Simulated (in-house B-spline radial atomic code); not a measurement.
# Cs⁶⁺: ionisation energy by several methods

Wanted: one ionisation energy, Cs⁶⁺ to configuration [Kr] 4d10 5s2, up the ladder of functionals.

Method: scalar-relativistic (X2C), several functionals, spin-polarised, exact exchange averaged over the configuration; spherical all-electron atom at the radial basis limit. Code: in-house B-spline radial atomic code version 1.

### 1 Starting point

| Property | Result |
| --- | --- |
| element | caesium (Z = 55) |
| charge | +6 |
| electrons | 49 |
| configuration | [Kr] 4d10 5s2 5p1 |
| nucleus | Fermi, rms radius 4.804 fm |

Outer shells as boxes (Hund's rule):

[Kr] 4d10 5s2 5p1
```
[Kr] core
4d [↑↓][↑↓][↑↓][↑↓][↑↓]
5s [↑↓]
5p [↑ ][  ][  ]
```

Where spins are not typed, each open shell is filled with up spins first.

### 2 BHandHLYP, a global hybrid

Settings, as recorded:

```ini
Z = 55
electrons = 49.0
configuration = [Kr] 4d10 5s2 5p1
hamiltonian = x2c
method = bhandhlyp
spin_polarised = True
nucleus = fermi
rms_radius = 4.8041
mass_number = 133
atomic_mass = 132.905451958
speed_of_light = 137.035999084
exact_exchange = averaged over the configuration
```

Command:

```
$ python run_scf.py task.json out
```

One command runs all members of the session, one after another, from task.json.

### 3 CAM-B3LYP, a range-separated hybrid

The settings differ from step 2 so:

```diff
@@ -4,3 +4,3 @@
 hamiltonian = x2c
-method = bhandhlyp
+method = camb3lyp
 spin_polarised = True
```

### 4 B97-1, a global hybrid

The settings differ from step 3 so:

```diff
@@ -4,3 +4,3 @@
 hamiltonian = x2c
-method = camb3lyp
+method = b97_1
 spin_polarised = True
```

### 5 PBE0, a global hybrid

The settings differ from step 4 so:

```diff
@@ -4,3 +4,3 @@
 hamiltonian = x2c
-method = b97_1
+method = pbe0
 spin_polarised = True
```

### 6 LC-ωPBE, a range-separated hybrid

The settings differ from step 5 so:

```diff
@@ -4,3 +4,3 @@
 hamiltonian = x2c
-method = pbe0
+method = lc_wpbe
 spin_polarised = True
```

Q: The tabulated ionisation energy is 82.9 ± 2 eV (tabulated theoretical; NIST Atomic Spectra Database). What does each method give, and which comes nearest?

The runs gave:

| method | rung | total energy (hartree) | ΔSCF (eV) | −ε highest (eV) | ΔSCF less tabulated (eV) |
| --- | --- | --- | --- | --- | --- |
| BHandHLYP | global hybrid | -7777.6536 | 81.695 | 78.703 (5p up) | -1.205 |
| B97-1 | global hybrid | -7777.4324 | 81.476 | 76.777 (5p up) | -1.424 |
| PBE0 | global hybrid | -7777.2864 | 81.623 | 77.202 (5p up) | -1.277 |
| CAM-B3LYP | range-separated hybrid | -7778.0537 | 81.960 | 78.900 (5p up) | -0.940 |
| LC-ωPBE | range-separated hybrid | -7777.1609 | 81.821 | 80.388 (5p up) | -1.079 |

Against the tabulated ionisation energy, 82.9 ± 2 eV (tabulated theoretical; NIST Atomic Spectra Database), the best here is CAM-B3LYP (-0.940 eV) and the worst B97-1 (-1.424 eV, or 1.7 %). The table's own uncertainty is as large as these misses, so the order means little. All methods miss on the same side by much the same amount, which points to something that they share. Relativistic terms that these runs lack can be as large as the gaps between close methods, so the nearest may be so by luck. Spin-orbit coupling is left out. Open shells are averaged (over orientations, and over spins where the run is restricted), while tables refer to the lowest levels.
